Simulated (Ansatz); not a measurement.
Consider vertical energies of changing the electron count of BH₅O₂Si, SMILES OB(O)[SiH3] (Ansatz's Python interface).

The script, `bh5o2si_ip.py`:
```python
"""Vertical ionisation energy and electron affinity of BH5O2Si."""

from dataclasses import dataclass

import ansatz


@dataclass(frozen=True)
class Options:
    basis: str = "def2-SVPD"
    xc: str = "CAM-B3LYP"


settings = Options()


def total_energy(molecule, charge=0, unpaired=0):
    calc = (
        molecule.calculation()
        .basis(gaussian=settings.basis)
        .functional(settings.xc)
    )
    if charge:
        calc = calc.charge(charge)
    if unpaired:
        calc = calc.spin("collinear", total=unpaired)
    report = calc.run(threads=1, pin="off").report
    if report["published_state_doubts"]:
        print("  doubts:", report["published_state_doubts"])
    return report["free_energy_ev"]

geometry = (
    ansatz.Crystal.molecule()
    .atom("O", [0.1861, 0.9249, -1.6023])
    .atom("B", [0.3584, 0.4962, -0.2511])
    .atom("O", [1.3563, 1.1252, 0.5649])
    .atom("Si", [-0.6305, -0.9472, 0.4575])
    .atom("H", [-0.5428, 1.6748, -1.5419])
    .atom("H", [2.2103, 0.617, 0.3948])
    .atom("H", [-1.6331, -1.4077, -0.5574])
    .atom("H", [0.2178, -2.0546, 0.8289])
    .atom("H", [-1.4339, -0.475, 1.6895])
)

# delta-SCF style differences, no relaxation
parent = total_energy(geometry, 0, 0)
cation = total_energy(geometry, 1, 1)
print(f"E(N)   = {parent:.5f} eV")
print(f"E(N-1) = {cation:.5f} eV  (1 unpaired)")
print(f"vertical ionisation energy {cation - parent:.3f} eV")
anion = total_energy(geometry, -1, 1)
print(f"E(N+1) = {anion:.5f} eV  (1 unpaired)")
print(f"vertical electron affinity {parent - anion:.3f} eV" + ("" if anion < parent else " (unbound in this basis)"))
print(f"fundamental gap IP - EA = {cation + anion - 2 * parent:.3f} eV")
```

What does it cost to change the electron count at this fixed geometry?

At this unrelaxed geometry removing an electron costs 10.35 eV and an added one is unbound in this basis (by 0.34 eV).

The output:

```console
$ python bh5o2si_ip.py
E(N)   = -12723.06407 eV
E(N-1) = -12712.70969 eV  (1 unpaired)
vertical ionisation energy 10.354 eV
E(N+1) = -12722.72269 eV  (1 unpaired)
vertical electron affinity -0.341 eV (unbound in this basis)
fundamental gap IP - EA = 10.696 eV
```

Caveats:
- Total energies depend on the basis set; only differences at equal settings carry meaning.
- The geometry is a force-field or estimated start, not a minimum of this method, and the basis set is short of its limit. All parts are taken at fixed geometry, without zero-point energy. At an unrelaxed start these energies can be a whole eV from those at the minimum, and a small affinity can change sign.
- A negative electron affinity means that the anion is unbound here; its size hangs on the basis and tends to about zero as the basis grows, and so does its part in any gap built on it.
- Timing: 37 s on 1 thread of Arm Neoverse V2 (shared host), peak memory 0.59 GiB.

(Lines on the test bed's own set-up are left out of the output.)
